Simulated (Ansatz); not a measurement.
**BGeHCl (quartet): the correlation ladder at distance B2–Ge3 = 1.643 Å, cc-pVDZ**

How much of the correlation energy of BGeHCl (quartet) does each wave-function method recover here?

Program: Ansatz 0.2.0, Gaussian basis. Level of theory: cc-pVDZ, core rule «outside noble gas», up to 20 orbitals frozen. These are calculated values, not measurements.

Plan: UHF; CCSD(T) on ROHF; CCSD(T) on UHF; BCCD(T) on ROHF; CISD; CCSDT(Q) on ROHF; CCSDT(Q) on UHF; CASSCF and MRCISD+Q, 5 electrons in 5 orbitals; CASSCF and NEVPT2, 5 electrons in 5 orbitals.

23 further runs of the same task are left out: 1 for a mislabelled method, 18 that didn't finish, 4 set aside as unsound or not needed.

### Step 1. The geometry

The geometry derives from a PBE0/def2-TZVP stationary point (not a proven minimum). One bond is set to the value named and the two fragments are kept rigid. No spin-orbit coupling is included. The filled d shell of Ge may be among the frozen orbitals whatever the setting's name suggests; the logs give the count.

4 atoms, charge 0, spin multiplicity 4.

Atoms are counted from 1 here; the program's logs count them from 0.

Bond lengths: Cl1–B2 1.724 Å, B2–Ge3 1.643 Å, Ge3–H4 1.547 Å. Angles: Cl1–B2–Ge3 123.1°, B2–Ge3–H4 123.1°.

### Step 2. UHF

The input, in.yaml:

```yaml
crystal:
  periodic: [false, false, false]
  atoms:
    - {symbol: Cl, position_ang: [0.000000, -0.198712, 1.959368]}
    - {symbol: B, position_ang: [0.000000, 0.694684, 0.484486]}
    - {symbol: Ge, position_ang: [0.000000, -0.017304, -0.996231]}
    - {symbol: H, position_ang: [0.000000, 0.785449, -2.318615]}
basis:
  gaussian: {orbitals: cc-pVDZ}
magnetization: {spin_polarized: true, initial_magnetization: 3}
hamiltonian: {xc: hf}
output: {orbitals: {seedname: orbitals}}
```

The run is started by

```console
> ansatz run in.yaml --threads 1 --pin off --events-out ev --progress --plain --max-ram 2393MiB
```

The runs that follow: CCSD(T) on ROHF; CCSD(T) on UHF; BCCD(T) on ROHF; CISD; CCSDT(Q) on ROHF; CCSDT(Q) on UHF; CASSCF and MRCISD+Q, 5 electrons in 5 orbitals; CASSCF and NEVPT2, 5 electrons in 5 orbitals.

Before running them: what should the planned runs give, taken together? Wanted: UCCSDT(Q) below the RHF energy; RMP2 from UCCSDT(Q); UMP2 from UCCSDT(Q); RCCSD from UCCSDT(Q); RCCSD(T) from UCCSDT(Q); UCCSD(T) from UCCSDT(Q); RCCSDT(Q) from UCCSDT(Q); NEVPT2 pair from UCCSDT(Q); MRCISD+Q pair from UCCSDT(Q).

The runs gave:

| quantity | value |
| --- | --- |
| UCCSDT(Q) below the RHF energy | -8.1504 eV |
| RMP2 from UCCSDT(Q) | +115.9 kJ/mol |
| UMP2 from UCCSDT(Q) | +115.0 kJ/mol |
| RCCSD from UCCSDT(Q) | +27.8 kJ/mol |
| RCCSD(T) from UCCSDT(Q) | +5.6 kJ/mol |
| UCCSD(T) from UCCSDT(Q) | +4.6 kJ/mol |
| RCCSDT(Q) from UCCSDT(Q) | +1.2 kJ/mol |
| NEVPT2 pair from UCCSDT(Q) | +122.1 kJ/mol |
| MRCISD+Q pair from UCCSDT(Q) | +15.9 kJ/mol |
| levels within 1 kcal/mol (43 meV) | RCCSDT, UCCSDT, RCCSDT(Q) |
| T1 diagnostic | 0.023 |

**Reading.** RCCSD(T) misses by +5.6 kJ/mol, 0.7 % of the correlation energy. Of the multireference levels listed MRCISD+Q pair comes nearest in total energy (+15.9 kJ/mol), which doesn't show that its space is the better one. These misses are within one basis, not against nature; the frozen cores of restricted and unrestricted runs differ, which can shift their rows.
